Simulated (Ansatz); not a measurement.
# GaAsH6: basis-set convergence

An exercise on one series of results from a longer session: the logs are not shown, and one member is left open.

Program: Ansatz 0.2.0, Gaussian basis. Level of theory: one geometry, several basis sets. These are calculated values, not measurements.

The runs, in order: PBE0-D4/def2-SVP; ωB97M-V/def2-SVP; PBE0-D4/def2-QZVPP; ωB97M-V/def2-QZVPP; the functionals' def2-TZVPP values are taken from earlier runs.

**The geometry**

An earlier PBE0-D4 in a triple-zeta def2 set relaxation fixed the geometry.

8 atoms, charge 0, spin multiplicity 1.

Atoms are counted from 1 here; the program's logs count them from 0.

Bond lengths: Ga1–As2 2.660 Å, Ga1–H3 1.574 Å, Ga1–H4 1.574 Å, Ga1–H5 1.574 Å, As2–H6 1.509 Å, As2–H7 1.509 Å, As2–H8 1.509 Å. Angles: As2–Ga1–H3 96.1°, As2–Ga1–H4 96.0°, As2–Ga1–H5 96.1°, H3–Ga1–H4 118.9°, H3–Ga1–H5 118.9°, H4–Ga1–H5 118.9°, Ga1–As2–H6 120.3°, Ga1–As2–H7 120.4°, Ga1–As2–H8 120.3°, H6–As2–H7 96.8°, H6–As2–H8 96.8°, H7–As2–H8 96.8°.

The first run:

Input file in.yaml:

```yaml
crystal:
  periodic: [false, false, false]
  atoms:
    - {symbol: Ga, position_ang: [-0.484038, 0.147844, -1.471233]}
    - {symbol: As, position_ang: [0.365017, -0.117647, 1.035961]}
    - {symbol: H, position_ang: [0.423185, -0.988130, -2.075548]}
    - {symbol: H, position_ang: [-1.996507, -0.166903, -1.167626]}
    - {symbol: H, position_ang: [-0.038042, 1.648346, -1.639499]}
    - {symbol: H, position_ang: [1.005175, 1.046845, 1.750888]}
    - {symbol: H, position_ang: [1.421059, -1.139309, 1.379416]}
    - {symbol: H, position_ang: [-0.603750, -0.488146, 2.131941]}
basis:
  gaussian: {orbitals: def2-SVP}
hamiltonian: {xc: pbe0, dispersion: d4}
output: {orbitals: {seedname: orbitals}}
```

Started as:

```
ansatz run in.yaml --threads 2 --pin off --events-out ev --progress --plain --max-ram 32768MiB --backend cpu
```

Steps of the session up to this table: PBE0-D4 in def2-SVP; ωB97M-V in def2-SVP; PBE0-D4 in def2-QZVPP; ωB97M-V in def2-QZVPP.

One table of the session follows, with a row left open; its other results are not shown here.

```
functional       basis  HOMO (eV)
   PBE0-D4    def2-SVP      -7.86
   PBE0-D4  def2-TZVPP      -7.92
   PBE0-D4  def2-QZVPP      -7.92
   ωB97M-V    def2-SVP          ?
   ωB97M-V  def2-TZVPP     -10.17
   ωB97M-V  def2-QZVPP     -10.18
```

Q: Estimate the row for ωB97M-V, def2-SVP from the others.

As computed: HOMO (eV): -10.05. In the column «HOMO (eV)» it lies between ωB97M-V, def2-TZVPP (-10.17) and PBE0-D4, def2-TZVPP (-7.92).
